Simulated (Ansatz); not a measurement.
Consider a scan of the Hubbard U of MnPbO3, space group Pm-3m (the Ansatz DFT code, driven from Python).

`mnpbo3.py`
```python
import warnings

import ansatz as az
import numpy as np


def count_gap(report):
    # lowest empty less highest filled band, counting bands; zero where they overlap
    return max(report.get('gap_by_band_count_ev') or 0.0, 0.0)

warnings.simplefilter('ignore', az.DeckWarning)

xtal = (
    az.Lattice.from_parameters(3.914633, 3.914633, 3.914633, alpha=90.0, beta=90.0, gamma=90.0)
    .atom('Mn', (0.5, 0.5, 0.5))
    .atom('Pb', (0.0, 0.0, 0.0))
    .atom('O', (0.0, 0.5, 0.5))
    .atom('O', (0.5, 0.0, 0.5))
    .atom('O', (0.5, 0.5, 0.0))
    .moments(Mn=5.2)
)

job = (
    xtal.calculation()
    .functional('lda')
    .basis(450)
    .occupations('Fermi-Dirac', width=100 * az.meV)
    .kpoints(6, 6, 6)
    .spin('collinear')
    .band_table()
)
rows = []
for u in [0.0, 1.5, 3.0, 4.5, 6.0]:
    r = job.hubbard('Mn', 'd', u_eff=u).run(threads=1).report
    shell = r['hubbard']['n_scf']
    rows.append((u, count_gap(r), sum(shell) / len(shell), max(abs(m) for m in r['site_moments_mub']), r['n_iterations']))
for row in rows:
    print('; '.join(f'{name} = {round(v, 4) if isinstance(v, float) else v}' for name, v in zip(['U_eff eV', 'gap by band count eV', 'Mn d occupation (projector)', 'largest moment muB', 'iterations'], row)))
```

What does raising U do here?

From U = 0 to 6 eV the largest site moment goes from 2.53 to 3.30 μB.

The output:

```console
$ python mnpbo3.py
U_eff eV = 0.0; gap by band count eV = 0.0; Mn d occupation (projector) = 5.1574; largest moment muB = 2.5321; iterations = 11
U_eff eV = 1.5; gap by band count eV = 0.0; Mn d occupation (projector) = 5.1158; largest moment muB = 2.7379; iterations = 14
U_eff eV = 3.0; gap by band count eV = 0.0; Mn d occupation (projector) = 5.0785; largest moment muB = 2.9535; iterations = 15
U_eff eV = 4.5; gap by band count eV = 0.0; Mn d occupation (projector) = 5.0484; largest moment muB = 3.1412; iterations = 16
U_eff eV = 6.0; gap by band count eV = 0.0; Mn d occupation (projector) = 5.026; largest moment muB = 3.2976; iterations = 16
```

Caveats:
- The magnetic order follows from the starting moments and needn't be the lowest.
- The mesh is modest for a metal, so energies can be off by several to tens of meV an atom and pressures by half a GPa or more; differences at equal mesh fare better.
- A gap by band count of zero or less means overlapping bands, a metal.
- With one magnetic atom the cell can hold only ferromagnetic order.
- This cell is a computed structure, which may not be the phase found in nature.
- Gaps and levels are Kohn-Sham values on a finite set of k-points, without spin-orbit coupling.
- Shell occupations and the effect of U depend on the projectors; a run with no .spin step is spin-unpolarised, and each U may end in a state that isn't the lowest.
- The script silences the warnings on its input, which a real study should read.
- The whole script took 3.9 min on 1 thread of Arm Neoverse V2, with other jobs on the host, peak memory 0.79 GiB.

(Lines on the test bed's own set-up are left out of the output.)
